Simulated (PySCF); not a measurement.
# C₄H₇BN₂O₂: electronic excitations

Aim: predict the electronic excitations of C₄H₇BN₂O₂ (`[H]/N=C\[C@@H](C)OB(O)C#N`).

The runs use PySCF 2.14.0, with density-fitted response routines of our own; the level of theory stands in each step. All values are computed, except where a source is named. Atoms are numbered from 0 throughout.

## (1) The starting structure

16 atoms, charge 0, multiplicity 1; geometry from: GFN2-xTB.

Bonds of the start (Å): C0–C1 1.53, C1–C2 1.52, C2–N3 1.25, C1–O4 1.42, O4–B5 1.34, B5–O6 1.36, B5–C7 1.55, C7–N8 1.15, C0–H9 1.09, C0–H10 1.09, C0–H11 1.09, C1–H12 1.10, C2–H13 1.09, N3–H14 1.02, O6–H15 0.96.

## (2) Ultraviolet spectrum: B3LYP/def2-SVPD

What the job is given:

```
{"job": {"kind": "uv", "xc": "B3LYP", "basis": "def2-SVPD", "nstates": 8, "ntriplets": 3}, "charge": 0, "multiplicity": 1}
C     -1.515029     0.591423    -1.281773
C     -0.683092    -0.261366    -0.323120
C     -1.525636    -0.683086     0.863701
N     -1.347027    -0.402726     2.067795
O      0.428768     0.493648     0.128717
B      1.691195     0.050074     0.099690
O      2.016056    -1.166204    -0.408208
C      2.771731     1.007142     0.673157
N      3.609532     1.669815     1.088864
H     -2.385425     0.033521    -1.615704
H     -0.917625     0.872261    -2.145568
H     -1.842094     1.495900    -0.774807
H     -0.331978    -1.167393    -0.836057
H     -2.385470    -1.296639     0.610637
H     -0.530734     0.184674     2.245554
H      2.939229    -1.412098    -0.404290
```

Method: TDDFT B3LYP/def2-SVPD, vertical, gas phase, core orbitals frozen in the response.

Started as:

```console
OMP_NUM_THREADS=1 python probes_run.py task.json out
```

One launch serves the whole session: the jobs run in the order shown.

Predict these results of the whole session: lowest singlet (B3LYP/def2-SVPD); brightest single state of those computed; lowest triplet; surface potential, 1st and 99th percentile.

**Answer**, as computed:

| quantity | value |
| --- | --- |
| lowest singlet (B3LYP/def2-SVPD) | 5.20 eV (238 nm), f = 0.002 |
| brightest single state of those computed | state 8, 7.24 eV, f = 0.092 |
| lowest triplet | 4.39 eV |
| surface potential, 1st and 99th percentile | -1.65 V and 2.74 V |

The lowest singlet, at 5.20 eV, is HOMO→LUMO+1 0.71, HOMO→LUMO+2 0.21 and is weak; of the 8 states computed, the strongest absorption comes from state 8 at 7.24 eV (the last computed, so partners may be missing). The lowest triplet lies 0.81 eV below the lowest singlet (triplets in Tamm-Dancoff, singlets in full TDDFT). By nearest atom (B3LYP/def2-SVPD), the HOMO sits on N3 63 %; H14 10 % and the LUMO on B5 32 %; N8 27 %.
